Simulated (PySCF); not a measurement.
**Tl(OH)3(NH3): other functionals and bases at one geometry**

An exercise on one series of results from a longer session: the logs are not shown, and one member is left open.

Computed with PySCF 2.14.0. Level: several levels, as the steps say, no spin–orbit coupling.

1 further run of the same task is left out (for a known fault of the program).

## Where the work starts

11 atoms, charge 0, spin multiplicity 1.

Bond lengths: Tl1–O2 2.110 Å, Tl1–O4 2.096 Å, Tl1–O6 2.091 Å, Tl1–N8 2.449 Å, O2–H3 0.966 Å, O4–H5 0.966 Å, O6–H7 0.966 Å, N8–H9 1.022 Å, N8–H10 1.018 Å, N8–H11 1.018 Å. Angles: O2–Tl1–O4 117.8°, O2–Tl1–O6 118.8°, O2–Tl1–N8 82.0°, O4–Tl1–O6 121.9°, O4–Tl1–N8 98.8°, O6–Tl1–N8 100.6°, Tl1–O2–H3 108.3°, Tl1–O4–H5 105.9°, Tl1–O6–H7 106.6°, Tl1–N8–H9 97.6°, Tl1–N8–H10 115.8°, Tl1–N8–H11 115.0°, H9–N8–H10 109.1°, H9–N8–H11 109.3°, H10–N8–H11 109.1°.

Geometry (Å):

```mol
H6NO3Tl
  3D, bonds by distance, orders not assigned

 11 10  0  0  0  0  0  0  0  0999 V2000
    0.1492   -0.2948    0.1790 Tl  0  0
    0.5099    1.4732    1.2732 O   0  0
    1.4634    1.5650    1.3945 H   0  0
   -1.3893   -1.5565    0.8386 O   0  0
   -1.5653   -1.3031    1.7541 H   0  0
    1.5741   -0.9234   -1.2165 O   0  0
    1.4311   -1.8694   -1.3489 H   0  0
   -1.1840    1.2324   -1.1946 N   0  0
   -0.9661    2.0938   -0.6905 H   0  0
   -0.8886    1.3291   -2.1642 H   0  0
   -2.1890    1.0708   -1.1668 H   0  0
  1  2  8  0
  1  4  8  0
  1  6  8  0
  1  8  8  0
  2  3  8  0
  4  5  8  0
  6  7  8  0
  8  9  8  0
  8 10  8  0
  8 11  8  0
M  END
```

Formal oxidation states: Tl +3. An earlier session relaxed this geometry at PBE0, Tl def2-SVP with ECP60, O def2-SVP, H def2-SVP, N def2-SVP (singlet, point group C1).

At PBE0 on the finer grid: E = -455.989601 Eh, HOMO -7.41 eV, LUMO -1.65 eV, Mulliken charge on Tl1 +0.68 e, largest force component 0.020 eV/Å. 

Levels to run: revPBE; TPSSh; PBE0, TZVP. Hardware: 2 threads of Arm Neoverse V1, shared host.

The first run:

Input file run.py (the lines that set the calculation):

```python
mol = gto.M(atom='''
Tl     0.14923    -0.29479     0.17904
O      0.50993     1.47317     1.27325
H      1.46338     1.56501     1.39449
O     -1.38926    -1.55648     0.83855
H     -1.56532    -1.30310     1.75405
O      1.57415    -0.92339    -1.21645
H      1.43108    -1.86940    -1.34890
N     -1.18395     1.23238    -1.19457
H     -0.96610     2.09377    -0.69053
H     -0.88860     1.32905    -2.16423
H     -2.18903     1.07082    -1.16683''',
    basis={'Tl': 'def2-SVP', 'O': 'def2-SVP', 'H': 'def2-SVP', 'N': 'def2-SVP'},
    ecp={'Tl': 'def2-SVP'},
    charge=0, spin=0)
mf = dft.RKS(mol, xc='PBE_R,PBE')
mf.grids.atom_grid = (75, 302)
mf = mf.density_fit()  # fitting sets: Tl def2-universal-JKFIT, O def2-universal-JKFIT, H def2-universal-JKFIT, N def2-universal-JKFIT
mf.conv_tol = 1e-08; mf.max_cycle = 55
mf.kernel(dm0)  # dm0: the density of the relaxed state
```

Started as:

```bash
$ OMP_NUM_THREADS=2 python run.py
```

Among the steps run: revPBE; TPSSh; PBE0, TZVP.

One of the session's tables, all rows but one given; the rest of the session is left out.

```
              level  HOMO (eV)  gap (eV)  charge on Tl1 (e)  dipole (D)  largest force component (eV/Å)
PBE0 (relaxed here)      -7.41      5.77               0.68        2.90                            0.02
             revPBE          ?         ?                  ?           ?                               ?
              TPSSh      -6.47      4.42               0.62        2.93                            0.34
         PBE0, TZVP      -7.79      5.79               0.96        2.80                            0.27
```

Q: Estimate the row for revPBE from the others.

**Answer.** HOMO (eV): -5.59; gap (eV): 3.22; charge on Tl1 (e): 0.52; dipole (D): 2.97; largest force component (eV/Å): 0.66. In the column «HOMO (eV)» it is the highest.

In one basis the HOMO–LUMO gap runs from 3.22 eV (revPBE) to 5.77 eV (PBE0). The largest leftover force, 0.66 eV/Å with revPBE, stands at a geometry relaxed at another level. Total energies of different levels can't be compared.
